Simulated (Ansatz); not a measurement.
# CH2BBrClIn: the cost of one run

Program: Ansatz 0.2.0, Gaussian basis. Level of theory: the settings change from run to run. These are calculated values, not measurements.

1 further run of the same task is left out (for a known fault of the program).

## Step 1: The relaxed structure

The geometry comes from an earlier relaxation with PBE0-D4 in a triple-zeta def2 set; it is a stationary point, not always the lowest conformer. In takes a core potential in def2 sets; no spin-orbit term is included.

7 atoms, charge 0, spin multiplicity 1.

Atoms are counted from 1 here; the program's logs count them from 0.

Bond lengths: Cl1–C2 1.713 Å, C2–Br3 1.961 Å, C2–B4 1.439 Å, Br3–In5 2.931 Å, B4–In5 2.163 Å, B4–H6 1.188 Å, In5–H7 1.713 Å. Angles: Cl1–C2–Br3 111.1°, Cl1–C2–B4 127.9°, Br3–C2–B4 121.0°, C2–Br3–In5 67.6°, C2–B4–In5 102.0°, C2–B4–H6 128.3°, In5–B4–H6 129.7°, Br3–In5–B4 69.5°, Br3–In5–H7 108.3°, B4–In5–H7 177.8°.

## Step 2: PBE/def2-mTZVP

This run has multiplicity 3, D3(BJ) dispersion.

in.yaml reads:

```yaml
crystal:
  periodic: [false, false, false]
  atoms:
    - {symbol: Cl, position_ang: [0.100138, -1.973701, 1.998002]}
    - {symbol: C, position_ang: [0.088322, -0.834520, 0.719215]}
    - {symbol: Br, position_ang: [0.974990, -1.554929, -0.874110]}
    - {symbol: B, position_ang: [-0.470616, 0.491524, 0.720450]}
    - {symbol: In, position_ang: [-0.022748, 1.169801, -1.284493]}
    - {symbol: H, position_ang: [-1.031034, 1.053999, 1.604618]}
    - {symbol: H, position_ang: [0.360948, 1.647836, -2.883683]}
basis:
  gaussian: {orbitals: def2-mTZVP}
magnetization: {spin_polarized: true, initial_magnetization: 2}
hamiltonian: {xc: {name: PBE}, dispersion: d3bj}
```

On the command line:

```
$ ansatz run in.yaml --threads 2 --pin off --events-out ev --progress --plain --max-ram 22528MiB --backend cpu
```

**Question.** How long does this run take on 2 threads of AMD EPYC 7R13, shared host, and how much memory does it need?

About 9 s, with a peak of 0.3 GiB.
